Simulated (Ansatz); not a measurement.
**WN+ (singlet): the correlation ladder, def2-SVP**

The task here is to estimate one member of a computed series from the others.

The runs use Ansatz 0.2.0, Gaussian basis; def2-SVP, core rule «outside noble gas», up to 5 orbitals frozen.

Plan: UHF; CCSD(T) on RHF; CCSD(T) on UHF; CISD; CCSDT(Q) on RHF; CCSDT(Q) on UHF; CCSDTQ on RHF.

7 further runs of the same task are left out: 4 for a known fault of the program, 3 set aside as unsound or not needed.

## The system

The geometry is a PBE0/def2-TZVP stationary point (not a proven minimum). No spin-orbit coupling is included. Elements past krypton take def2 core potentials.

2 atoms, charge 1, spin multiplicity 1.

Atoms are counted from 1 here; the program's logs count them from 0.

Bond lengths: W1–N2 1.617 Å.

As a file:

```xyz
2
NW
W     0.0000    0.0000    0.0000
N     0.0000    0.0000    1.6174
```

Set-up of the first run:

in.yaml

```yaml
crystal:
  periodic: [false, false, false]
  atoms:
    - {symbol: W, position_ang: [0.000000, 0.000000, 0.000000]}
    - {symbol: N, position_ang: [0.000000, 0.000000, 1.617400]}
basis:
  gaussian: {orbitals: def2-SVP}
total_charge: 1
magnetization: {spin_polarized: true, initial_magnetization: 0}
hamiltonian: {xc: hf}
output: {orbitals: {seedname: orbitals}}
```

Run with:

```sh
ansatz run in.yaml --threads 1 --pin off --events-out ev --progress --plain --max-ram 2560MiB --backend cpu
```

Among the steps run: UHF; CCSD(T) on RHF; CCSD(T) on UHF; CISD; CCSDT(Q) on RHF; CCSDT(Q) on UHF; CCSDTQ on RHF.

One of the session's tables, all rows but one given; the rest of the session is left out.

| method | from RCCSDT(Q) (kJ/mol) |
| --- | --- |
| RHF | +881.6 |
| UHF | +807.6 |
| RMP2 | -19.7 |
| UMP2 | -16.9 |
| RCCSD | +68.7 |
| UCCSD | +2.6 |
| RCCSD(T) | +17.8 |
| UCCSD(T) | -50.0 |
| RCCSDT | +12.7 |
| UCCSDT | -60.2 |
| RCCSDT(Q) | 0 |
| UCCSDT(Q) | ? |
| RCCSDTQ | +3.7 |

Q: Estimate the row for UCCSDT(Q) from the others.

**Answer.** from RCCSDT(Q) (kJ/mol): -69.3. In the column «from RCCSDT(Q) (kJ/mol)» it is the lowest.

Not comparable, so not listed: CISD (they don't share determinant, frozen orbitals or solution with the rows shown, or repeat one).

Limits of these values: The determinant is far from a pure spin state, so its energy mixes those of several spin states (harmless only where they are near-degenerate, as at dissociation). The program flags RCCSD(T), UCCSD(T), UCCSDT(Q) as in doubt, so those rows may rest on another solution; read them beside their warnings. Warnings: restricted reference is unstable; spin contamination; large T1 diagnostic. Restricted and unrestricted rows rest on different reference determinants; where their highest levels disagree by more than a few hundredths of an eV, they describe different states and don't form one ladder.
